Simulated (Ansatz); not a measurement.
# Si3BTe2: the cost of one run

Program: Ansatz 0.2.0. Level of theory: DFT PBE, scalar-relativistic, plane waves, PAW. These are calculated values, not measurements.

## 1. Starting point

The structure is tetragonal, space group P-4m2 (No. 115). The conventional cell has a = 3.988 Å, b = 3.988 Å, c = 6.634 Å, α = 90.00°, β = 90.00°, γ = 90.00°. Around Si (site symmetry -4m2) lie 4 Te at 2.67 Å and 4 B at 2.82 Å and 4 Si at 2.93 Å. Si (site symmetry 2mm) is surrounded by 5 Te at 2.71 to 2.85 Å and 2 Si at 2.93 Å and 2 B at 2.93 Å. Around B (site symmetry -4m2) lie 4 Te at 2.67 Å and 8 Si at 2.82 to 2.93 Å. Te (site symmetry 2mm) is surrounded by 7 Si at 2.67 to 2.85 Å and 2 B at 2.67 Å.

As a file:

```
Si B Te
1.0
     3.98787    0.00000    0.00000
     0.00000    3.98787    0.00000
     0.00000    0.00000    6.63357
Si B Te
3 1 2
Cartesian
  0.0000 0.0000 0.0000
  1.9939 0.0000 4.4818
  0.0000 1.9939 2.1518
  1.9939 1.9939 0.0000
  1.9939 0.0000 1.7721
  0.0000 1.9939 4.8615
```

A structure generator made this guess: species swapped into a database cell of Mn3CoAs2 (P-4m2, No. 115), with Si on the Mn sites, B on the Co sites and Te on the As sites. Lengths come from tabulated atomic sizes and are only a guess.

## 2. The guess as it stands, on a coarse mesh

Contents of input.yaml:

```yaml
crystal:
  lattice:
    - [3.98787463, 0.0, 0.0]
    - [0.0, 3.98787463, 0.0]
    - [0.0, 0.0, 6.6335742]
  atoms:
    - { symbol: Si, position: [0.0, 0.0, 0.0] }
    - { symbol: Si, position: [0.5, 0.0, 0.67562503] }
    - { symbol: Si, position: [0.0, 0.5, 0.32437497] }
    - { symbol: B, position: [0.5, 0.5, 0.0] }
    - { symbol: Te, position: [0.5, 0.0, 0.26714101] }
    - { symbol: Te, position: [0.0, 0.5, 0.73285899] }
basis:
  ecutwfc: 420
kpoints:
  mp_grid: { grid: [4, 4, 4] }
hamiltonian:
  xc: pbe
scf:
  occupations: { method: gaussian, width: 0.1 }
  lower_state_search: "off"
output:
  forces: true
  stress: true
  eigenvalues: true
```

On the command line:

```console
$ ansatz run input.yaml --threads 1 --pin off --max-ram 2560MiB --backend cpu --events-out ev --progress --plain --runs-dir out
```

Q: Estimate wall time and peak memory on 1 thread of Intel Xeon 6975P-C (Granite Rapids), shared host.

About 3.2 s, with a peak of 0.39 GiB.
